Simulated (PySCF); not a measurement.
**CsO: basis, grid and Hamiltonian**

The method stays; parts of the set-up, such as the basis or the Hamiltonian, are changed.

Program: PySCF 2.14.0. Level of theory: each script names its method and basis. These are calculated values, not measurements.

10 further runs of the same task are left out: 3 for a known fault of the program, 7 that didn't finish.

### Step 1. The starting structure

CsO: 2 atoms, charge 0, spin multiplicity 2.

Bond lengths: Cs1–O2 2.609 Å.

### Step 2. Base script

Contents of input.py:

```python
from pyscf import gto, scf

mol = gto.M(
    atom='Cs 0 0 0; O 0 0 2.609',
    basis='lanl2dz',
    ecp={'Cs': 'lanl2dz'},
    charge=0,
    spin=1,
    symmetry=True,
    verbose=3,
)
mf = scf.ROHF(mol)
mf = mf.newton()
mf.kernel()
mf.dip_moment()
print('orbital energies (hartree):', mf.mo_energy[..., max(0, mol.nelec[1]-3):mol.nelec[0]+3].round(4))
```

Started as:

```bash
OMP_NUM_THREADS=1 python input.py
```

Its log is not repeated here.

It gives: E(SCF) = -94.414778 Eh, μ = 11.70 D.

The bond length is a typed value, not an optimised one.

### Step 3. Jorge-dzp (core potential off)

Variant 1 changes basis set: lanl2dz → jorge-dzp; core potential: on → off. The core potential changes with it: totals don't compare.

Contents of input.py:

```python
from pyscf import gto, scf

mol = gto.M(
    atom='Cs 0 0 0; O 0 0 2.609',
    basis='jorge-dzp',
    charge=0,
    spin=1,
    symmetry=True,
    verbose=3,
)
mf = scf.ROHF(mol)
mf = mf.newton()
mf.kernel()
mf.dip_moment()
print('orbital energies (hartree):', mf.mo_energy[..., max(0, mol.nelec[1]-3):mol.nelec[0]+3].round(4))
```

Started as:

```bash
OMP_NUM_THREADS=1 python input.py
```

### Step 4. Cc-pvdz-dk (core potential off, X2C on)

Variant 2 changes basis set: lanl2dz → cc-pvdz-dk; core potential: on → off; spin-free X2C: off → on. The core potential changes with it: totals don't compare.

Edit input.py of step 2 so:

```diff
@@ -4,4 +4,3 @@
     atom='Cs 0 0 0; O 0 0 2.609',
-    basis='lanl2dz',
-    ecp={'Cs': 'lanl2dz'},
+    basis='cc-pvdz-dk',
     charge=0,
@@ -12,2 +11,3 @@
 mf = scf.ROHF(mol)
+mf = mf.sfx2c1e()
 mf = mf.newton()
```

### Step 5. Def2-tzvp

Variant 3 changes basis set: lanl2dz → def2-tzvp. The core potential changes with it: totals don't compare.

Edit input.py of step 2 so:

```diff
@@ -4,4 +4,4 @@
     atom='Cs 0 0 0; O 0 0 2.609',
-    basis='lanl2dz',
-    ecp={'Cs': 'lanl2dz'},
+    basis='def2-tzvp',
+    ecp={'Cs': 'def2-tzvp'},
     charge=0,
```

### Step 6. Cartesian functions on

Variant 4 changes Cartesian functions: off → on.

Edit input.py of step 2 so:

```diff
@@ -9,2 +9,3 @@
     symmetry=True,
+    cart=True,
     verbose=3,
```

**Question.** What will these runs give? Wanted: for each run, E(SCF); from base; SCF dipole.

As calculated:

```csv
run,E(SCF) (hartree),from base (eV),SCF dipole (D),functions
base,-94.414778,0,11.70,21
jorge-dzp (core potential off),-7625.766737,not comparable,11.72,56
"cc-pvdz-dk (core potential off, X2C on)",-7857.902322,not comparable,9.84,59
def2-tzvp,-94.702146,not comparable,10.02,60
Cartesian functions on,-94.414778,0.0000,11.70,n/a
```

In words: With Cartesian functions on the SCF ends at the base energy. The dearest run is “cc-pvdz-dk (core potential off, X2C on)”, at 3.4 s against 0.64 s.
